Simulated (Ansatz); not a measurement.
# ZrWS3: what a guessed cell relaxes into

The task: take a trial cell of ZrWS3 to zero force and stress.

Program: Ansatz 0.2.0. Level of theory: DFT PBE, scalar-relativistic, plane waves, PAW. These are calculated values, not measurements.

1 further run of the same task is left out (set aside as unsound or not needed).

### Step 1. Starting point

The structure is cubic, space group Pm-3m (No. 221). Conventional cell: a = 4.797 Å, b = 4.797 Å, c = 4.797 Å, α = 90.00°, β = 90.00°, γ = 90.00°. Zr (site symmetry m-3m) is surrounded by 6 S at 2.40 Å. Around W (site symmetry m-3m) lie 12 S at 3.39 Å. Around S (site symmetry 4/mmm) lie 2 Zr at 2.40 Å and 4 W at 3.39 Å.

Structure file:

```
CELL_PARAMETERS angstrom
4.79698 0.00000 0.00000
0.00000 4.79698 0.00000
0.00000 0.00000 4.79698
ATOMIC_POSITIONS crystal
Zr 0.50000 0.50000 0.50000
W 0.00000 0.00000 0.00000
S 0.50000 0.50000 0.00000
S 0.00000 0.50000 0.50000
S 0.50000 0.00000 0.50000
```

Recipe of the guess: species swapped into a database cell of Ca3GeO (Pm-3m, No. 221), with S on the Ca sites, W on the Ge sites and Zr on the O sites. The dimensions are guesses.

### Step 2. A first look at the guess

Input file input.yaml:

```yaml
crystal:
  lattice:
    - [4.79698062, 0.0, 0.0]
    - [0.0, 4.79698062, 0.0]
    - [0.0, 0.0, 4.79698062]
  atoms:
    - { symbol: Zr, position: [0.5, 0.5, 0.5] }
    - { symbol: W, position: [0.0, 0.0, 0.0] }
    - { symbol: S, position: [0.5, 0.5, 0.0] }
    - { symbol: S, position: [0.0, 0.5, 0.5] }
    - { symbol: S, position: [0.5, 0.0, 0.5] }
basis:
  ecutwfc: 420
kpoints:
  mp_grid: { grid: [4, 4, 4] }
hamiltonian:
  xc: pbe
scf:
  occupations: { method: gaussian, width: 0.1 }
  lower_state_search: "off"
output:
  forces: true
  stress: true
  eigenvalues: true
```

Command:

```sh
$ ansatz run input.yaml --threads 1 --pin off --max-ram 2560MiB --backend cpu --events-out ev --progress --plain --runs-dir out
```

The log of the run, shortened:

```text
[...]
SCF converged after 8 iterations
Free energy (F): -17271.048546 eV
[...]
E sigma→0 (E₀):  -17271.029058 eV
Entropy (-TS):   -0.038975 eV (-7.795 meV/atom)
Fermi energy:    9.349442 eV
[...]
--- Forces (eV/Å), atoms counted from 1 ---
  atom   1  Zr     0.00000000    -0.00000000    -0.00000000
  atom   2  W     -0.00000000    -0.00000000    -0.00000000
  atom   3  S      0.00000000     0.00000000     0.00000000
  atom   4  S      0.00000000     0.00000000     0.00000000
  atom   5  S      0.00000000     0.00000000    -0.00000000
[...]
--- Stress (GPa, compression-positive) ---
        1.972046       0.000000       0.000000
        0.000000       1.972046       0.000000
        0.000000       0.000000       1.972046
  P = ⅓ Tr σ = 1.9720 GPa (19.720 kbar)
--- Band table (eV; the first three rows and the last of 10) ---
  k-point 0: bands = ["-65.5227", "-39.8033", "-29.6844", "-29.6844", "-29.6844", "-18.0180", "-18.0180", "-18.0180", "-4.6150", "-3.3907", "-3.3907", "5.2061", "5.2061", "5.2061", "7.3087", "7.3087", "7.3087", "8.1686", "8.1686", "8.1686", "8.2752", "8.4111", "8.4111", "8.4111", [...]
[...]
```

It took 2 s on 1 thread of Arm Neoverse V2, shared host; peak memory 0.36 GiB.

The probe gives pressure 2.0 GPa, largest force 0.00 eV/Å, gap on this mesh none (metal). A cheap, loose relaxation comes first.

### Step 3. A loose first relaxation

input.yaml, as its differences from that of step 2:

```diff
@@ -24 +24,9 @@
   eigenvalues: true
+  populations: true
+magnetization:
+  spin_polarized: true
+relax:
+  adjacent_minimum: "off"
+  f_tol: 0.04
+  max_steps: 70
+  cell: { stress_tol: 0.4 }
```

Command:

```sh
$ ansatz run input.yaml --threads 1 --pin off --max-ram 2560MiB --backend cpu --events-out ev --progress --plain --runs-dir out
```

The log of the run, shortened:

```text
Warning: RAYON_NUM_THREADS=1 ignored (pool sized by the plan → 1); use --threads N
band count auto-derived: 30 (N_el = 44.0; filled up to band 22; 27 by the electrons, moments and atoms)
[...]
Pseudopotentials: kind: paw
Pseudopotential: Zr, paw, valence charge 12, recommended cutoff 420 eV (normal), Zr.paw.azcp
Pseudopotential: W, paw, valence charge 14, recommended cutoff 420 eV (normal), W.paw.azcp
Pseudopotential: S, paw, valence charge 6, recommended cutoff 420 eV (normal), S.paw.azcp
Functional definition: PBE
[...]
Crystal: 5 atoms, lattice volume = 110.383 Å³
Basis set: ecut = 420 eV, 2109 PW (Γ), exchange–correlation on 72×72×72 points (8 copies of the dense FFT grid, shifted against one another)
Bands: 30, of which v1, the nominal top of the filled ones, is band 22 counted from 1 (21 counted from 0)
Symmetry: 48 space group operations
[...]
  F+E_penalty+E_count = -17272.34655029 eV   max|allowed force component| = 4.641e-30 eV/Å   (the final SCF, on the basis selected at the relaxed cell)
  cell:  # Å, volume = 119.6190 Å³
    - [4.927198499552925, -8.024708101613483e-35, 8.9876730738071e-34]
    - [-8.024708101613483e-35, 4.927198499552925, -2.5679065925163143e-34]
    - [8.9876730738071e-34, -2.5679065925163143e-34, 4.927198499552925]
  atoms:
    - { symbol: Zr, position: [0.5, 0.5, 0.5] }
    - { symbol: W, position: [1.0706345494955596e-35, -3.931236236429008e-36, -7.946115797037355e-37] }
    - { symbol: S, position: [0.5, 0.5, 3.554841277622256e-37] }
    - { symbol: S, position: [-2.676586373738888e-36, 0.5, 0.5] }
    - { symbol: S, position: [0.5, 8.259778262709889e-37, 0.5] }
--- Löwdin populations: 5 sites ---
  site symbol       q [e]    m [muB]
     0     Zr     11.3875     0.0993
     1      W     13.1971     4.2764
     2      S      6.4040    -0.1492
     3      S      6.4040    -0.1492
     4      S      6.4040    -0.1492
  spilling = 0.004620 (of n_electrons = 44.000000)
```

Wall time 14 s (1 thread of Arm Neoverse V2, shared host); peak memory 0.41 GiB.

Relaxation path:

```
step  E - E(step 1) (eV/cell)  largest force component (eV/Å)  pressure (GPa)  volume (Å³)
   1                   0.0000                          0.0000            6.28       110.38
   2                  -0.1577                          0.0000           -0.37       119.62
   3                  -0.1591                          0.0000           -0.37       119.62
```

Step 1 is the start. Step 3 repeats the geometry before it on a plane-wave basis chosen anew for that cell, so its energy need not be comparable with the rows above.

|  | before | after | change |
| --- | --- | --- | --- |
| a (Å) | 4.797 | 4.927 | +2.7 % |
| b (Å) | 4.797 | 4.927 | +2.7 % |
| c (Å) | 4.797 | 4.927 | +2.7 % |
| volume (Å³/atom) | 22.08 | 23.92 | +8.4 % |
| shortest distance (Å) | 2.398 | 2.464 | +2.7 % |
| space group (0.01 Å) | Pm-3m | Pm-3m | same |

The run keeps the 48 symmetry operations of the start, so it could not have lowered the symmetry.

Site by site:

```tsv
atom	moment in the atom's sphere (μB)	Löwdin electrons
Zr1	0.05	11.39
W2	3.66	13.20
S3	-0.10	6.40
S4	-0.10	6.40
S5	-0.10	6.40
```

The Löwdin counts miss 0.20 of the 44 electrons, which the atomic orbitals do not span, so they are no charges.

### Step 4. Final relaxation

The end of the coarse run is made exact in the group found at a tolerance of 0.06 Å and reduced to its primitive cell.

Input file input.yaml:

```yaml
crystal:
  lattice:
    - [4.9271984996, 0.0, 0.0]
    - [0.0, 4.9271984996, 0.0]
    - [0.0, 0.0, 4.9271984996]
  atoms:
    - { symbol: Zr, position: [0.5, 0.5, 0.5] }
    - { symbol: W, position: [0.0, 0.0, 0.0], spin: 4.03 }
    - { symbol: S, position: [0.5, 0.5, 0.0] }
    - { symbol: S, position: [0.0, 0.5, 0.5] }
    - { symbol: S, position: [0.5, 0.0, 0.5] }
basis:
  ecutwfc: 420
kpoints:
  mp_grid: { grid: [8, 8, 8] }
hamiltonian:
  xc: pbe
scf:
  occupations: { method: gaussian, width: 0.1 }
output:
  forces: true
  stress: true
  eigenvalues: true
  populations: true
  write_density: true
  write_potential: true
  elf: true
  volumetric_format: npy
magnetization:
  spin_polarized: true
relax:
  adjacent_minimum: "off"
  f_tol: 0.01
  max_steps: 80
  cell: { stress_tol: 0.05 }
```

Command:

```sh
$ ansatz run input.yaml --threads 1 --pin off --max-ram 2560MiB --backend cpu --events-out ev --progress --plain --runs-dir out
```

The log of the run, shortened:

```text
Warning: where an SCF of this run starts from atoms to list the orders of its open shells, W (site 1, from 0) starts with 4.00 μB on its 5d shell, in the place of the 4.03 μB that the deck gives it: its open shells can hold no more by Hund's first rule. To start from spheres of the given [...]
Warning: RAYON_NUM_THREADS=1 ignored (pool sized by the plan → 1); use --threads N
[...]
Pseudopotentials: kind: paw
Pseudopotential: Zr, paw, valence charge 12, recommended cutoff 420 eV (normal), Zr.paw.azcp
Pseudopotential: W, paw, valence charge 14, recommended cutoff 420 eV (normal), W.paw.azcp
Pseudopotential: S, paw, valence charge 6, recommended cutoff 420 eV (normal), S.paw.azcp
Functional definition: PBE
[...]
Crystal: 5 atoms, lattice volume = 119.619 Å³
Basis set: ecut = 420 eV, 2325 PW (Γ), exchange–correlation on 72×72×72 points (8 copies of the dense FFT grid, shifted against one another)
Bands: 30, of which v1, the nominal top of the filled ones, is band 22 counted from 1 (21 counted from 0)
Symmetry: 48 space group operations
[...]
--- Relaxed structure (3 steps of the walk, 3 accepted, 1 SCFs on fresh bases) ---
  F+E_penalty+E_count = -17272.39270243 eV   max|allowed force component| = 1.406e-28 eV/Å   (the final SCF, on the basis selected at the relaxed cell)
  cell:  # Å, volume = 118.8951 Å³
    - [4.917239443194303, -1.3481509610710651e-33, -1.2839532962581574e-34]
    - [-1.2197556314452493e-33, 4.917239443194303, 1.6049416203226967e-35]
    - [-1.2839532962581574e-34, 1.6049416203226967e-35, 4.917239443194303]
  atoms:
    - { symbol: Zr, position: [0.49999999999999994, 0.49999999999999994, 0.49999999999999994] }
    - { symbol: W, position: [-4.397369393196446e-36, 6.361934881199711e-38, -2.958299721311108e-37] }
    - { symbol: S, position: [0.49999999999999994, 0.49999999999999994, 7.316225115136532e-38] }
    - { symbol: S, position: [2.931579594791817e-36, 0.49999999999999994, 0.49999999999999994] }
    - { symbol: S, position: [0.49999999999999994, -3.4990641857354857e-37, 0.49999999999999994] }
--- Löwdin populations: 5 sites ---
  site symbol       q [e]    m [muB]
     0     Zr     11.4102     0.1208
     1      W     13.2051     4.2803
     2      S      6.3947    -0.1533
     3      S      6.3947    -0.1533
     4      S      6.3947    -0.1533
  spilling = 0.004558 (of n_electrons = 44.000000)
```

Run time: 60 s. Hardware: 1 thread of Arm Neoverse V2, shared host; peak memory 0.53 GiB.

The steps of the relaxation:

| step | energy from step 1 (eV/cell) | largest force component (eV/Å) | pressure (GPa) | volume (Å³) |
| --- | --- | --- | --- | --- |
| 1 | 0.0000 | 0.0000 | -0.45 | 119.62 |
| 2 | -0.0011 | 0.0000 | 0.08 | 118.76 |
| 3 | -0.0011 | 0.0000 | 0.00 | 118.90 |
| 4 | -0.0010 | 0.0000 | 0.00 | 118.90 |

Step 1 is the start. Step 4 repeats the geometry before it on a plane-wave basis chosen anew for that cell, so its energy need not be comparable with the rows above.

|  | before | after | change |
| --- | --- | --- | --- |
| a (Å) | 4.927 | 4.917 | -0.2 % |
| b (Å) | 4.927 | 4.917 | -0.2 % |
| c (Å) | 4.927 | 4.917 | -0.2 % |
| volume (Å³/atom) | 23.92 | 23.78 | -0.6 % |
| shortest distance (Å) | 2.464 | 2.459 | -0.2 % |
| space group (0.01 Å) | Pm-3m | Pm-3m | same |

Forces and stress were held to the start's 48 operations: a distortion of lower symmetry was not tested.

Per atom:

```tsv
atom	moment in the atom's sphere (μB)	Löwdin electrons
Zr1	0.06	11.41
W2	3.66	13.21
S3	-0.10	6.39
S4	-0.10	6.39
S5	-0.10	6.39
```

The Löwdin counts miss 0.20 of the 44 electrons, which the atomic orbitals do not span, so they are no charges.

Density in a lattice plane of the grid's cell (edges 4.92 and 4.92 Å, at 0.500 of the third edge), which holds Zr and S.

Ten even steps from '0' (0.02 e/Å³) to '9' (4.00 e/Å³):
```
000000001221112210000000
000000001222222210000000
000000000122222100000000
000000000011111000000000
000000000001110000000000
110000000011111000000001
221100000134443100000112
222211001368986310011222
112221113699999631112221
012321113799899731112321
112221113699999631112221
222211001368986310011222
221100000134443100000112
110000000011111000000001
000000000001110000000000
000000000011111000000000
000000000122222100000000
000000001222222210000000
000000001221112210000000
000000011221012211000000
```
Columns run along the first of these edges and rows up along the second, over one cell in 24 and 20 even steps from the bottom left corner. Atoms in the plane (fractional): Zr at (0.50, 0.50), S at (0.50, 0.00), S at (0.00, 0.50).

ELF in the same plane.

Ten even steps from ' ' (0.01) to '@' (0.87):
```
        ..==##%%@@@@**--::--**@@@@%%##==..      
        ..--**%%@@@@@@%%##%%@@@@@@%%**--..      
....      ..==**%%@@@@@@@@@@@@@@%%**==..      ..
==--::......::==**%%%%@@@@@@%%%%**==::......::--
####**++--......::--==========--::......--++**##
@@@@%%%%**==........::--==--::........==**%%%%@@
@@@@@@@@%%**--....==**##%%##**==....--**%%@@@@@@
##%%@@@@@@##--::==##@@@@@@@@@@##==::--##@@@@@@%%
..--##@@@@%%==--**%%%%**==**%%%%**--==%%@@@@##--
    **@@@@%%==--##@@##--..--##@@##--==%%@@@@**  
..--##@@@@%%==--**%%%%**==**%%%%**--==%%@@@@##--
##%%@@@@@@##--::==##@@@@@@@@@@##==::--##@@@@@@%%
@@@@@@@@%%**--....==**##%%##**==....--**%%@@@@@@
@@@@%%%%**==........::--==--::........==**%%%%@@
####**++--......::--==========--::......--++**##
==--::......::==**%%%%@@@@@@%%%%**==::......::--
....      ..==**%%@@@@@@@@@@@@@@%%**==..      ..
        ..--**%%@@@@@@%%##%%@@@@@@%%**--..      
        ..==##%%@@@@**--::--**@@@@%%##==..      
        ::==##@@@@%%==..  ..==%%@@@@##==::      
```
Columns run along the first of these edges and rows up along the second, over one cell in 24 and 20 even steps from the bottom left corner. Atoms in the plane (fractional): Zr at (0.50, 0.50), S at (0.50, 0.00), S at (0.00, 0.50).

Both are smooth fields of the valence electrons: close to the nuclei they are not physical.

Spin density (up less down) in a lattice plane of the grid's cell (edges 4.92 and 4.92 Å, at 0.500 of the third edge), which holds Zr and S.

Values in e/Å³, 12 rows by 12 columns:
```
 0.00  0.00  0.00 -0.01 -0.02 -0.02  0.01 -0.02 -0.02 -0.01  0.00  0.00
 0.00  0.00  0.00  0.00  0.00  0.00  0.01  0.00  0.00  0.00  0.00  0.00
-0.01 -0.01  0.00  0.00  0.00  0.00  0.00  0.00  0.00  0.00  0.00 -0.01
-0.03 -0.02  0.00  0.00  0.01  0.01  0.00  0.01  0.01  0.00  0.00 -0.02
-0.03 -0.02  0.00  0.00  0.01  0.01  0.01  0.01  0.01  0.00  0.00 -0.02
 0.00  0.01  0.01  0.00  0.00  0.01  0.01  0.01  0.00  0.00  0.01  0.01
-0.03 -0.02  0.00  0.00  0.01  0.01  0.01  0.01  0.01  0.00  0.00 -0.02
-0.03 -0.02  0.00  0.00  0.01  0.01  0.00  0.01  0.01  0.00  0.00 -0.02
-0.01 -0.01  0.00  0.00  0.00  0.00  0.00  0.00  0.00  0.00  0.00 -0.01
 0.00  0.00  0.00  0.00  0.00  0.00  0.01  0.00  0.00  0.00  0.00  0.00
 0.00  0.00  0.00 -0.01 -0.02 -0.02  0.01 -0.02 -0.02 -0.01  0.00  0.00
 0.01  0.00  0.00 -0.01 -0.03 -0.03  0.00 -0.03 -0.03 -0.01  0.00  0.00
```
Columns run along the first of these edges and rows up along the second, over one cell in 12 and 12 even steps from the bottom left corner. Atoms in the plane (fractional): Zr at (0.50, 0.50), S at (0.50, 0.00), S at (0.00, 0.50).

Outside the cores ELF peaks at 0.88 in the shell around S, 0.8 Å from S.

### Step 5. Variant: dispersion d3bjatm, dr2_threshold 1.0e-08

Input file input.yaml:

```yaml
crystal:
  lattice:
    - [4.9172394432, 0.0, 0.0]
    - [0.0, 4.9172394432, 0.0]
    - [0.0, 0.0, 4.9172394432]
  atoms:
    - { symbol: Zr, position: [0.5, 0.5, 0.5] }
    - { symbol: W, position: [0.0, 0.0, 0.0], spin: 4.03 }
    - { symbol: S, position: [0.5, 0.5, 0.0] }
    - { symbol: S, position: [0.0, 0.5, 0.5] }
    - { symbol: S, position: [0.5, 0.0, 0.5] }
basis:
  ecutwfc: 420
kpoints:
  mp_grid: { grid: [8, 8, 8] }
hamiltonian:
  xc: pbe
  dispersion: d3bjatm
scf:
  occupations: { method: gaussian, width: 0.1 }
  convergence: { dr2_threshold: 1.0e-08 }
output:
  forces: true
  eigenvalues: true
  stress: true
magnetization:
  spin_polarized: true
```

Command:

```sh
$ ansatz run input.yaml --threads 1 --pin off --max-ram 2560MiB --backend cpu --events-out ev --progress --plain --runs-dir out
```

The log of the run, shortened:

```text
Warning: where an SCF of this run starts from atoms to list the orders of its open shells, W (site 1, from 0) starts with 4.00 μB on its 5d shell, in the place of the 4.03 μB that the deck gives it: its open shells can hold no more by Hund's first rule. To start from spheres of the given [...]
Warning: output.stress: scf.convergence.dr2_threshold = 1e-8 eV is looser than the 5e-10 eV advised for a printed stress (1e-10 eV for each atom of the cell: 5). What an SCF threshold leaves in a stress goes as its square root, and in the free energy as the threshold itself, and one [...]
Warning: RAYON_NUM_THREADS=1 ignored (pool sized by the plan → 1); use --threads N
[...]
Pseudopotentials: kind: paw
Pseudopotential: Zr, paw, valence charge 12, recommended cutoff 420 eV (normal), Zr.paw.azcp
Pseudopotential: W, paw, valence charge 14, recommended cutoff 420 eV (normal), W.paw.azcp
Pseudopotential: S, paw, valence charge 6, recommended cutoff 420 eV (normal), S.paw.azcp
Functional definition: PBE
[...]
Crystal: 5 atoms, lattice volume = 118.895 Å³
Basis set: ecut = 420 eV, 2325 PW (Γ), exchange–correlation on 72×72×72 points (8 copies of the dense FFT grid, shifted against one another)
[...]
SCF converged after 14 iterations
Magnetization: 3.9963 μB (23.9981 up, 20.0019 down)
Absolute magnetization: 4.7609 μB (∫|ρ↑−ρ↓|, with the PAW one-centre terms)
Spin contamination: 0.2590 ħ² per cell (⟨S²⟩ above its minimum at these occupations)
Per-site moments (μB) at R_I (Å): [(0.05551967247347718, 1.01418063516), (3.66097743616921, 1.4342680089394317), (-0.09727304421441725, 1.01418063516), (-0.09727304421441695, 1.01418063516), (-0.09727304421441685, 1.01418063516)]
Free energy (F): -17274.148703 eV
[...]
E sigma→0 (E₀):  -17274.139061 eV
Entropy (-TS):   -0.019284 eV (-3.857 meV/atom)
Fermi energy:    8.104791 eV
[...]
--- Forces (eV/Å), atoms counted from 1 ---
  atom   1  Zr     0.00000000    -0.00000000    -0.00000000
  atom   2  W     -0.00000000     0.00000000     0.00000000
  atom   3  S      0.00000000    -0.00000000    -0.00000000
  atom   4  S      0.00000000    -0.00000000     0.00000000
  atom   5  S     -0.00000000     0.00000000    -0.00000000
[...]
--- Stress (GPa, compression-positive) ---
       -2.192081      -0.000000       0.000000
       -0.000000      -2.192081       0.000000
        0.000000       0.000000      -2.192081
  P = ⅓ Tr σ = -2.1921 GPa (-21.921 kbar)
--- Band table (eV; the first three rows and the last of 70) ---
[...]
```

It took 19 s on 1 thread of Arm Neoverse V2, shared host; peak memory 0.51 GiB.

```tsv
run	ending	energy change	pressure (GPa)	gap (eV)	abs. moment (μB)	force (eV/Å)	cycles	time
step 4	converged	0	0.0	0.00	4.76	0.00	-	60 s
variant	converged	-351.2 meV/atom (offset of the dispersion model)	-2.2	0.00	4.76	0.00	14	19 s
```

Changing the dispersion term and convergence setting moves the energy by -351.2 meV/atom, and the pressure goes from 0.0 to -2.2 GPa. The dispersion term adds attraction between atoms and pulls the pressure down.

### Step 6. What came out

| quantity | value |
| --- | --- |
| symmetry at the end (tolerance 0.05 Å) | space group Pm-3m (No. 221) |
| conventional cell | a = 4.917 Å, b = 4.917 Å, c = 4.917 Å, α = 90.00°, β = 90.00°, γ = 90.00° |
| volume | 23.78 Å³/atom |
| energy over the elements | +0.49 eV/atom |
| gap on the mesh | none (metal) |
| total moment | 4.00 μB/cell |

In words: The space group Pm-3m (No. 221) is kept, and the volume per atom grows by 7.7 % from the first guess. The formation energy is positive, so the separate elements lie lower. No finished test with a distortion of lower symmetry is shown, so the end may be a saddle point. Spin-orbit coupling is left out for W. Other magnetic orders were not searched.
